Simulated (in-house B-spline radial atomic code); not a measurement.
# Br⁵⁺: a fraction of an electron moved 3d → 4p

How does the RPBE energy of Br⁵⁺ change when part of an electron is moved 3d → 4p?

Program: in-house B-spline radial atomic code version 1. Level of theory: non-relativistic RPBE, spin-polarised, spherical fractional occupations, point nucleus, basis-set limit. These are calculated values, not measurements, unless marked.

## (1) The system

| Property | Result |
| --- | --- |
| element | bromine (Z = 35) |
| charge | +5 |
| electrons | 30 |
| configuration | [Ar] 3d10 4s2 |
| Hamiltonian | non-relativistic |
| nucleus | point |

The outer shells:

[Ar] 3d10 4s2
```
[Ar] core
3d [↑↓][↑↓][↑↓][↑↓][↑↓]
4s [↑↓]
```

Where spins are not typed, each open shell is filled with up spins first.

## (2) The start, at fraction 0

The run's settings:

```ini
Z = 35
electrons = 30.0
configuration = [Ar] 3d10 4s2
hamiltonian = nr
method = rpbe,pbe
spin_polarised = True
```

## (3) 0.125 electron moved 3d → 4p

The run's settings:

```ini
Z = 35
electrons = 30.0
configuration = [Ar] 3d9.875 4s2 4p0.125
hamiltonian = nr
method = rpbe,pbe
spin_polarised = True
```

## (4) 0.25 electron moved 3d → 4p

The run's settings:

```ini
Z = 35
electrons = 30.0
configuration = [Ar] 3d9.75 4s2 4p0.25
hamiltonian = nr
method = rpbe,pbe
spin_polarised = True
```

## (5) 0.375 electron moved 3d → 4p

The run's settings:

```ini
Z = 35
electrons = 30.0
configuration = [Ar] 3d9.625 4s2 4p0.375
hamiltonian = nr
method = rpbe,pbe
spin_polarised = True
```

## (6) 0.5 electron moved 3d → 4p

The run's settings:

```ini
Z = 35
electrons = 30.0
configuration = [Ar] 3d9.5 4s2 4p0.5
hamiltonian = nr
method = rpbe,pbe
spin_polarised = True
```

## (7) 0.625 electron moved 3d → 4p

The run's settings:

```ini
Z = 35
electrons = 30.0
configuration = [Ar] 3d9.375 4s2 4p0.625
hamiltonian = nr
method = rpbe,pbe
spin_polarised = True
```

## (8) 0.75 electron moved 3d → 4p

The run's settings:

```ini
Z = 35
electrons = 30.0
configuration = [Ar] 3d9.25 4s2 4p0.75
hamiltonian = nr
method = rpbe,pbe
spin_polarised = True
```

## (9) 0.875 electron moved 3d → 4p

The run's settings:

```ini
Z = 35
electrons = 30.0
configuration = [Ar] 3d9.125 4s2 4p0.875
hamiltonian = nr
method = rpbe,pbe
spin_polarised = True
```

## (10) 1 electron moved 3d → 4p

The run's settings:

```ini
Z = 35
electrons = 30.0
configuration = [Ar] 3d9 4s2 4p1
hamiltonian = nr
method = rpbe,pbe
spin_polarised = True
```

**Question.** How does the energy change with the fraction, and which way and how far does it bend from the straight line between the ends?

As calculated:

| fraction | energy change (eV) | less the straight line (eV) | level 3d down (eV) | level 4p up (eV) | sum of <r²> (bohr²) |
| --- | --- | --- | --- | --- | --- |
| 0 | 0.0000 | 0.0000 | -138.49 | empty | 12.422 |
| 0.125 | 9.2679 | -0.4749 | -140.17 | -65.497 | 12.666 |
| 0.25 | 18.6685 | -0.8172 | -141.85 | -66.115 | 12.904 |
| 0.375 | 28.2032 | -1.0254 | -143.54 | -66.724 | 13.136 |
| 0.5 | 37.8736 | -1.0978 | -145.23 | -67.323 | 13.362 |
| 0.625 | 47.6812 | -1.0331 | -146.93 | -67.913 | 13.584 |
| 0.75 | 57.6276 | -0.8295 | -148.62 | -68.492 | 13.801 |
| 0.875 | 67.7144 | -0.4856 | -150.32 | -69.063 | 14.013 |
| 1 | 77.9428 | 0.0000 | -152.02 | -69.626 | 14.220 |

What this shows: From fraction 0 to 1 the energy changes by 77.943 eV. It sags under the straight line by up to 1.10 eV (at 0.5). Slater's transition state, the slope from the orbital energies at fraction 0.5 (Janak's theorem), gives 77.910 eV for the whole step.
